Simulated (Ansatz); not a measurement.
**Zn3As: a trial structure relaxed**

Aim: relax Zn3As from this start, Cu3Pd type (P4/mmm, No. 123), and see where it ends.

Method: DFT PBE, scalar-relativistic, plane waves, PAW, in Ansatz 0.2.0.

1 further run of the same task is left out (it didn't finish).

**1. Starting point**

Symmetry: P4/mmm, No. 123, tetragonal system. The conventional cell has a = 3.934 Å, b = 3.934 Å, c = 3.893 Å, α = 90.00°, β = 90.00°, γ = 90.00°. Zn (site symmetry mmm) has 8 Zn at 2.77 to 2.78 Å and 4 As at 2.77 Å as nearest neighbours. Zn (site symmetry 4/mmm) is surrounded by 8 Zn at 2.77 Å and 4 As at 2.78 Å. Around As (site symmetry 4/mmm) lie 12 Zn at 2.77 to 2.78 Å.

Structure file:

```
Zn As
1.0
     3.93377    0.00000    0.00000
     0.00000    3.93377    0.00000
     0.00000    0.00000    3.89334
Zn As
3 1
Cartesian
  0.0000 1.9669 1.9467
  1.9669 0.0000 1.9467
  1.9669 1.9669 0.0000
  0.0000 0.0000 0.0000
```

(A quick probe on a coarse mesh, which set the mesh and smearing, is not shown.)

**3. A loose first relaxation**

Input file input.yaml:

```yaml
crystal:
  lattice:
    - [3.9337694604, 0.0, 0.0]
    - [0.0, 3.9337694604, 0.0]
    - [0.0, 0.0, 3.8933358008]
  atoms:
    - { symbol: Zn, position: [0.0, 0.5, 0.5] }
    - { symbol: Zn, position: [0.5, 0.0, 0.5] }
    - { symbol: Zn, position: [0.5, 0.5, 0.0] }
    - { symbol: As, position: [0.0, 0.0, 0.0] }
basis:
  ecutwfc: 420
kpoints:
  mp_grid: { grid: [4, 4, 4] }
hamiltonian:
  xc: pbe
scf:
  occupations: { method: gaussian, width: 0.1 }
  lower_state_search: "off"
output:
  forces: true
  stress: true
  eigenvalues: true
relax:
  adjacent_minimum: "off"
  f_tol: 0.04
  max_steps: 70
  cell: { stress_tol: 0.4 }
```

Started as:

```bash
$ ansatz run input.yaml --threads 1 --pin off --max-ram 2560MiB --backend cpu --events-out ev --progress --plain --runs-dir out
```

Further runs follow: relaxing cell and atoms.

Before running it: what results should come out?

**Answer**, as computed:

Formation energies count from the elements, computed with the same settings in runs not shown here.

| quantity | value |
| --- | --- |
| cell | a = 4.057 Å, b = 4.057 Å, c = 4.057 Å, α = 90.00°, β = 90.00°, γ = 90.00° |
| space group | Pm-3m (No. 221) |
| volume | 16.69 Å³/atom |
| gap on the mesh | none (metal) |
| formation energy from the elements | +0.118 eV/atom |

What this shows: The structure ended in another space group than at the start: P4/mmm to Pm-3m. The formation energy of +0.12 eV/atom is positive, so the elements lie lower than this structure; another structure of the compound can lie lower.
